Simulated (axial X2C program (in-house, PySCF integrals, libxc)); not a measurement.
**INdI: Ω levels from open-shell CI on f4 s0 d(πδ)0**

Which Ω levels does INdI have in the configuration f4 s0 d(πδ)0, and how far apart?

Computed with an in-house X2C program for linear molecules on PySCF integrals. Level: two-component X2C, average-of-configuration Hartree–Fock and CI in the open shells.

All values are calculated.

## (1) Input

task.json reads:

```json
{
 "zs": [
  53,
  60,
  53
 ],
 "q": 0,
 "bas": [
  "dyall-v3z",
  "dyall-v3z",
  "dyall-v3z"
 ],
 "r0": 3.07,
 "metal": 1,
 "shells": [
  [
   3,
   [
    0,
    1,
    2,
    3
   ],
   4
  ],
  [
   0,
   [
    0
   ],
   0
  ],
  [
   2,
   [
    1,
    2
   ],
   0
  ]
 ],
 "fix": 0,
 "emax": 2.2,
 "nroots": 4
}
```

Keys: zs atomic numbers; q charge; bas basis sets; r0 starting distance in Å; metal index of the metal atom; shells open shells as [l, |m| values, electrons]; fix electron count of the first shell held; emax energy window in eV; nroots roots for each Ω.

On the command line:

```sh
python soci.py task.json out
```

Two-component X2C with atomic mean-field Coulomb and Gaunt terms, basis I dyall-v3z, Nd dyall-v3z (cores contracted in-house). Orbitals come from Hartree–Fock averaged over the configuration Nd f4 s0 d(πδ)0; CI then distributes these electrons over the f, s, d(πδ) shells of Nd.

## (2) CI at I–Nd–I held linear, both bonds 3.131 Å

Output:

```text
average of configuration f4 s0 d(πδ)0
basis functions 371  fitting functions 1942
iter      average energy  largest gradient
   1     -23833.302700228   1.12e+01
   2     -23835.560940200   2.18e+00
   3     -23835.651753257   1.51e-01
   4     -23835.653608006   4.96e-02
   5     -23835.654074782   2.15e-02
   6     -23835.654123432   4.56e-03
   7     -23835.654131987   2.43e-03
   8     -23835.654133697   6.39e-04
   9     -23835.654133822   1.86e-04
  10     -23835.654133840   4.29e-05
  11     -23835.654133842   1.63e-05
converged
CI levels
2*Omega        energy/Eh    cm-1   g(par)  dipole/D  leading shell counts
    0    -23835.83663936        0   0.000    0.000  {'4 0 0': 1.0}
    2    -23835.83646317       39   1.452    0.000  {'4 0 0': 1.0}
    4    -23835.83604887      130   2.730    0.000  {'4 0 0': 1.0}
    6    -23835.83554767      240   3.900    0.000  {'4 0 0': 1.0}
    8    -23835.83444474      482   5.300    0.000  {'4 0 0': 1.0}
    0    -23835.83154584     1118   0.000    0.000  {'4 0 0': 1.0}
    2    -23835.83148893     1130   1.766    0.000  {'4 0 0': 1.0}
    4    -23835.83131058     1170   3.607    0.000  {'4 0 0': 1.0}
    6    -23835.83094357     1250   5.459    0.000  {'4 0 0': 1.0}
    8    -23835.83029105     1393   7.094    0.000  {'4 0 0': 1.0}
   10    -23835.82972004     1519   9.415    0.000  {'4 0 0': 1.0}
    0    -23835.82597837     2340   0.000    0.000  {'4 0 0': 1.0}
    2    -23835.82594129     2348   2.090    0.000  {'4 0 0': 1.0}
    4    -23835.82581863     2375   4.215    0.000  {'4 0 0': 1.0}
    6    -23835.82557998     2427   6.358    0.000  {'4 0 0': 1.0}
    8    -23835.82518114     2515   8.458    0.000  {'4 0 0': 1.0}
   10    -23835.82462752     2636  10.594    0.000  {'4 0 0': 1.0}
   12    -23835.82415881     2739  13.160    0.000  {'4 0 0': 1.0}
    0    -23835.81997371     3658   0.000    0.000  {'4 0 0': 1.0}
    2    -23835.81992995     3667   2.293    0.000  {'4 0 0': 1.0}
    4    -23835.81980314     3695   4.611    0.000  {'4 0 0': 1.0}
    6    -23835.81960215     3739   6.956    0.000  {'4 0 0': 1.0}
    8    -23835.81932962     3799   9.300    0.000  {'4 0 0': 1.0}
   10    -23835.81896830     3878  11.614    0.000  {'4 0 0': 1.0}
   12    -23835.81848438     3985  13.984    0.000  {'4 0 0': 1.0}
   14    -23835.81792446     4107  16.672    0.000  {'4 0 0': 1.0}
    0    -23835.81364408     5047   0.000    0.000  {'4 0 0': 1.0}
   10    -23835.81269305     5256  12.353    0.000  {'4 0 0': 1.0}
   12    -23835.81243472     5312  14.818    0.000  {'4 0 0': 1.0}
   14    -23835.81197469     5413  17.285    0.000  {'4 0 0': 1.0}
   16    -23835.81108363     5609  19.967    0.000  {'4 0 0': 1.0}
    0    -23835.77163932    14266   0.000    0.000  {'4 0 0': 1.0}
    0    -23835.77048621    14519   0.000    0.000  {'4 0 0': 1.0}
    0    -23835.76720753    15239   0.000    0.000  {'4 0 0': 1.0}
   12    -23835.76081515    16641  10.368    0.000  {'4 0 0': 1.0}
   14    -23835.75600784    17697  14.170    0.000  {'4 0 0': 1.0}
```

Dipoles in the output refer to the first atom as origin.

It took 7.7 s on 1 thread of Intel Xeon 6975P-C (Granite Rapids), shared host; peak memory 0.85 GiB.

Active spinors (ω > 0; filled shells left out):

| shell | ω | ε (eV) | character |
| --- | --- | --- | --- |
| f | 5/2 | 6.31 | 100% Nd f |
| f | 3/2 | 6.44 | 100% Nd f |
| f | 1/2 | 6.50 | 100% Nd f |
| f | 7/2 | 6.56 | 100% Nd f |
| f | 5/2 | 6.67 | 100% Nd f |
| f | 3/2 | 6.75 | 100% Nd f |
| f | 1/2 | 6.78 | 99% Nd f |
| s | 1/2 | -0.51 | 74% Nd s, 24% Nd d |
| d(πδ) | 3/2 | 1.23 | 99% Nd d |
| d(πδ) | 5/2 | 1.24 | 99% Nd d |
| d(πδ) | 1/2 | 2.21 | 83% Nd d, 8% I p, 8% I d |
| d(πδ) | 3/2 | 2.27 | 81% Nd d, 8% I p, 8% I d |

The levels:

| Ω | energy (cm⁻¹) | g∥ | configuration |
| --- | --- | --- | --- |
| 0 | 0 | 0.00 | 100% f4 |
| 1 | 39 | 1.45 | 100% f4 |
| 2 | 130 | 2.73 | 100% f4 |
| 3 | 240 | 3.90 | 100% f4 |
| 4 | 482 | 5.30 | 100% f4 |
| 0 | 1118 | 0.00 | 100% f4 |
| 1 | 1130 | 1.77 | 100% f4 |
| 2 | 1170 | 3.61 | 100% f4 |
| 3 | 1250 | 5.46 | 100% f4 |
| 4 | 1393 | 7.09 | 100% f4 |
| 5 | 1519 | 9.42 | 100% f4 |
| 0 | 2340 | 0.00 | 100% f4 |
| 1 | 2348 | 2.09 | 100% f4 |
| 2 | 2375 | 4.22 | 100% f4 |
| 3 | 2427 | 6.36 | 100% f4 |
| 4 | 2515 | 8.46 | 100% f4 |
| 5 | 2636 | 10.59 | 100% f4 |
| 6 | 2739 | 13.16 | 100% f4 |
| 0 | 3658 | 0.00 | 100% f4 |
| 1 | 3667 | 2.29 | 100% f4 |

g∥ is the magnitude of 2⟨Lz + ge Sz⟩ for the +Ω component.

## (3) The same at I–Nd–I held linear, both bonds 3.522 Å

| Ω | energy (cm⁻¹) | g∥ | configuration |
| --- | --- | --- | --- |
| 0 | 0 | 0.00 | 100% f4 |
| 1 | 31 | 1.40 | 100% f4 |
| 2 | 110 | 2.70 | 100% f4 |
| 3 | 225 | 3.93 | 100% f4 |
| 4 | 450 | 5.24 | 100% f4 |
| 0 | 1106 | 0.00 | 100% f4 |
| 1 | 1119 | 1.78 | 100% f4 |
| 2 | 1159 | 3.60 | 100% f4 |
| 3 | 1236 | 5.43 | 100% f4 |
| 4 | 1363 | 7.15 | 100% f4 |

## (4) Curves along the symmetric stretch (R is each bond)

The same input was run at the other distances (logs left out). Energies in cm⁻¹ from the lowest point; levels are followed by energy order within each Ω.

| R (Å) | (1)Ω=0 | (1)Ω=1 | (1)Ω=2 | (1)Ω=3 | (1)Ω=4 | (2)Ω=0 | (2)Ω=1 |
| --- | --- | --- | --- | --- | --- | --- | --- |
| 2.912 | 2908 | 2950 | 3045 | 3140 | 3349 | 4042 | 4053 |
| 3.021 | 659 | 702 | 802 | 911 | 1140 | 1793 | 1805 |
| 3.131 | 0 | 39 | 130 | 240 | 482 | 1118 | 1130 |
| 3.256 | 595 | 631 | 720 | 835 | 1077 | 1709 | 1722 |
| 3.381 | 2204 | 2238 | 2323 | 2440 | 2676 | 3315 | 3328 |
| 3.522 | 4818 | 4849 | 4928 | 5043 | 5268 | 5924 | 5937 |
| 3.695 | 8715 | 8742 | 8814 | 8924 | 9132 | 9816 | 9828 |

Constants where the minimum is well bracketed:

| level of the curve | Te (cm⁻¹) | Re (Å) | ωe (cm⁻¹) |
| --- | --- | --- | --- |
| (1)Ω=0 | 0 | 3.134 | 110.2 |
| (1)Ω=1 | 39 | 3.135 | 110.2 |
| (1)Ω=2 | 130 | 3.135 | 110.4 |
| (1)Ω=3 | 241 | 3.135 | 110.6 |
| (1)Ω=4 | 483 | 3.134 | 110.1 |
| (2)Ω=0 | 1119 | 3.135 | 110.5 |
| (2)Ω=1 | 1131 | 3.135 | 110.6 |

## (5) What came out

| quantity | value |
| --- | --- |
| lowest level of the model | Ω = 0, g∥ = 0.00, 100% f4 |
| next level | Ω = 1, 39 cm⁻¹ higher |
| lowest curve, Re and ωe | 3.134 Å, 110.2 cm⁻¹ |

In words: The 5 lowest levels are the Ω components of the Hund's-rule level 5I4 of f4 (free-ion gJ = 0.600), split by the axial field over 482 cm⁻¹. From 3.131 to 3.522 Å the gap from the lowest to the fifth level goes from 482 to 450 cm⁻¹. Without dynamic correlation distances can be off by several hundredths of an Å, and the wavenumbers are rough. There is no dynamic correlation: spin–orbit spacings and, for f shells, spacings inside one term are the most reliable numbers, splittings between terms come out too wide, and energies between configurations are not reliable, so the lowest level need not be the ground state of the molecule. At most 4 roots were kept for each Ω > 0 (twice that for Ω = 0) within 2.2 eV of the lowest, so higher up levels can be missing between those listed; levels with Ω > 0 are doubly degenerate and listed once, Ω = 0 levels singly. States that fill the shells left empty in the average are placed too high. The molecule was held linear; bending was not examined.
